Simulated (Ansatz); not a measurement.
Write a Python script for Ansatz 0.2.0 through its Python package that makes an all-electron equation of state of Ni, space group Im-3m. Level of theory (first run): PBEsol, LAPW, the default cutoff (417 eV here), 14×14×14 k-points, Gaussian smearing of 0.01 eV, collinear spin.

```
CELL_PARAMETERS angstrom
-1.38372 1.38372 1.38372
1.38372 -1.38372 1.38372
1.38372 1.38372 -1.38372
ATOMIC_POSITIONS crystal
Ni 0.00000 0.00000 0.00000
```

`run_eos_lapw.py`:
```python
# -*- coding: utf-8 -*-
"""All-electron equation of state of Ni."""

import warnings

import ansatz as az
from ase.eos import EquationOfState
from ase.units import GPa
import numpy as np

SMEARING = "gaussian"
TOLERANCE = 1e-05
MESH = (14, 14, 14)

VECTORS = np.array([
    [-1.38372, 1.38372, 1.38372],
    [1.38372, -1.38372, 1.38372],
    [1.38372, 1.38372, -1.38372],
])
SITES = [
    ("Ni", (0.0, 0.0, 0.0), 2.0),
]


def crystal_on(cell):
    crystal = az.Crystal(lattice=az.Lattice.of(cell))
    for symbol, position, moment in SITES:
        crystal = crystal.atom(symbol, position, moment=moment or None)
    return crystal


def main():
    warnings.simplefilter("ignore", az.DeckWarning)

    volumes, energies = [], []
    for scale in np.linspace(0.92, 1.08, 5):
        cell = VECTORS * scale ** (1 / 3)
        base = (
            crystal_on(cell).calculation()
            .functional(az.Functional.PBESOL)
            .occupations(SMEARING, width=10 * az.meV)
            .spin("collinear")
            .scf(tolerance=TOLERANCE)
            .kpoints(*MESH)  # the mesh must be finer for metals
            .pseudopotentials("all_electron", lapw=True)
        )
        data = base.run(threads=1).report
        volumes.append(abs(np.linalg.det(cell)) / len(SITES))
        energies.append(data["free_energy_ev"] / len(SITES))
        print(f"{scale:.3f} {volumes[-1]:9.4f} A^3/atom {energies[-1]:16.5f} eV/atom  (estimated basis error {1000 * data['lapw_basis_errors']['total_ev_per_atom']:.2f} meV/atom)")
    v0, e0, bulk = EquationOfState(volumes, energies, eos="birchmurnaghan").fit()
    print(f"V0 = {v0:.4f} A^3/atom, B0 = {bulk / GPa:.1f} GPa")


if __name__ == "__main__":
    main()
```

Running `python run_eos_lapw.py` prints:
```text
0.920    9.7497 A^3/atom     -41347.98274 eV/atom  (estimated basis error 0.06 meV/atom)
0.960   10.1736 A^3/atom     -41348.01546 eV/atom  (estimated basis error 0.07 meV/atom)
1.000   10.5975 A^3/atom     -41348.01985 eV/atom  (estimated basis error 0.07 meV/atom)
1.040   11.0214 A^3/atom     -41348.00184 eV/atom  (estimated basis error 0.07 meV/atom)
1.080   11.4453 A^3/atom     -41347.96601 eV/atom  (estimated basis error 0.07 meV/atom)
V0 = 10.4574 A^3/atom, B0 = 224.9 GPa
```

A third-order Birch-Murnaghan fit through the 5 points has its minimum at 10.46 Å³ an atom, 1.3 % below the typed cell, with a bulk modulus of 225 GPa and dB/dP = 4.7. From that minimum the energy rises by 38.4 meV an atom on the compressed side and 55.1 meV on the expanded side.

What to keep in mind:
- These settings explore the input space; cutoff and mesh may be short of convergence.
- The magnetic order follows from the starting moments and needn't be the lowest.
- For a metal this k-point mesh is coarse: on a finer one energies can move by several to tens of meV an atom and pressures by half a GPa or more, differences at one mesh by less.
- This isn't the structure that Ni takes at ambient conditions.
- Hardware and time: 82 s on 1 thread of Arm Neoverse V2 (shared host), peak memory 0.48 GiB.
